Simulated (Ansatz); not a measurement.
# SrHgN: the cost of one run

Program: Ansatz 0.2.0. Level of theory: DFT PBE, scalar-relativistic, plane waves, PAW. These are calculated values, not measurements.

## 1. The structure to begin with

The structure is hexagonal, space group P-6m2 (No. 187). The conventional cell has a = 4.196 Å, b = 4.196 Å, c = 4.192 Å, α = 90.00°, β = 90.00°, γ = 120.00°. Sr (site symmetry -6m2) has 6 N at 3.20 Å and 6 Hg at 3.20 Å as nearest neighbours. Hg (site symmetry -6m2) has 3 N at 2.42 Å as nearest neighbours. N (site symmetry -6m2) is surrounded by 3 Hg at 2.42 Å and 6 Sr at 3.20 Å.

As a file:

```
Sr Hg N
1.0
     4.19643    0.00000    0.00000
    -2.09822    3.63422    0.00000
     0.00000    0.00000    4.19203
Sr Hg N
1 1 1
Direct
  0.66667 0.33333 0.50000
  0.00000 0.00000 0.00000
  0.33333 0.66667 0.00000
```

A structure generator made this guess: species swapped into a database cell of PrNiAs (P-6m2, No. 187), with Sr on the Pr sites, N on the Ni sites and Hg on the As sites. Lengths come from tabulated atomic sizes and are only a guess.

## 2. A first look at the guess

Contents of input.yaml:

```yaml
crystal:
  lattice:
    - [4.19643322, 0.0, 0.0]
    - [-2.09821661, 3.63421777, 0.0]
    - [0.0, 0.0, 4.19202659]
  atoms:
    - { symbol: Sr, position: [0.66666667, 0.33333333, 0.5] }
    - { symbol: Hg, position: [0.0, 0.0, 0.0] }
    - { symbol: "N", position: [0.33333333, 0.66666667, 0.0] }
basis:
  ecutwfc: 420
kpoints:
  mp_grid: { grid: [6, 6, 4] }
hamiltonian:
  xc: pbe
scf:
  occupations: { method: gaussian, width: 0.1 }
  lower_state_search: "off"
output:
  forces: true
  stress: true
  eigenvalues: true
```

Started as:

```bash
ansatz run input.yaml --threads 1 --pin off --max-ram 2560MiB --backend cpu --events-out ev --progress --plain --runs-dir out
```

What time and memory should one allow on 1 thread of Arm Neoverse V2, shared host?

About 2.6 s, with a peak of 0.32 GiB.
